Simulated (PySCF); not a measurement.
# HO2Pm (Pm(O)(OH)): the cost of one run

Method: PBE0, Pm lcecp-1-SVP with ECP50, O def2-SVP, H def2-SVP; scalar-relativistic core potentials, no spin–orbit coupling; program: PySCF 2.14.0.

1 further run of the same task is left out (for a known fault of the program).

## (1) The system as given

4 atoms, charge 0, spin multiplicity 1.

Bond lengths: Pm1–O2 1.857 Å, Pm1–O3 2.209 Å, O3–H4 0.966 Å. Angles: O2–Pm1–O3 131.8°, Pm1–O3–H4 158.7°.

Geometry (Å):

```xyz
4
charge 0, multiplicity 1
Pm    0.0000    0.0000    0.0000
O     1.6954    0.0000    0.7587
O    -2.0161    0.0000    0.9023
H    -2.9757    0.0906    0.9613
```

Formal oxidation states: Pm +3. Each metal's 4 4f electrons lie in its core potential, so multiplicities, spins and levels count the valence alone.

## (2) SCF at the start, singlet

The input, run.py (the lines that set the calculation):

```python
mol = gto.M(atom='''
Pm     0.00000     0.00000     0.00000
O      1.69540     0.00000     0.75870
O     -2.01610     0.00000     0.90230
H     -2.97570     0.09060     0.96130''',
    basis={'Pm': 'lcecp-1-SVP', 'O': 'def2-SVP', 'H': 'def2-SVP'},
    ecp={'Pm': 'lcecp-1-SVP'},
    charge=0, spin=0)
mf = dft.RKS(mol, xc='PBE0')
mf.grids.atom_grid = (50, 194)  # f atoms: unpruned, at least (60, 302)
mf = mf.density_fit()  # fitting sets: Pm AutoAux, O def2-universal-JKFIT, H def2-universal-JKFIT
mf.conv_tol = 1e-08; mf.max_cycle = 55
mf.kernel(dm0)  # dm0: free metal ions and neutral atoms
```

Command:

```sh
$ OMP_NUM_THREADS=2 python run.py
```

**Question.** How long does this run take on 2 threads of Arm Neoverse V1, shared host, and how much memory does it need?

About 1.8 s, with a peak of 0.35 GiB.
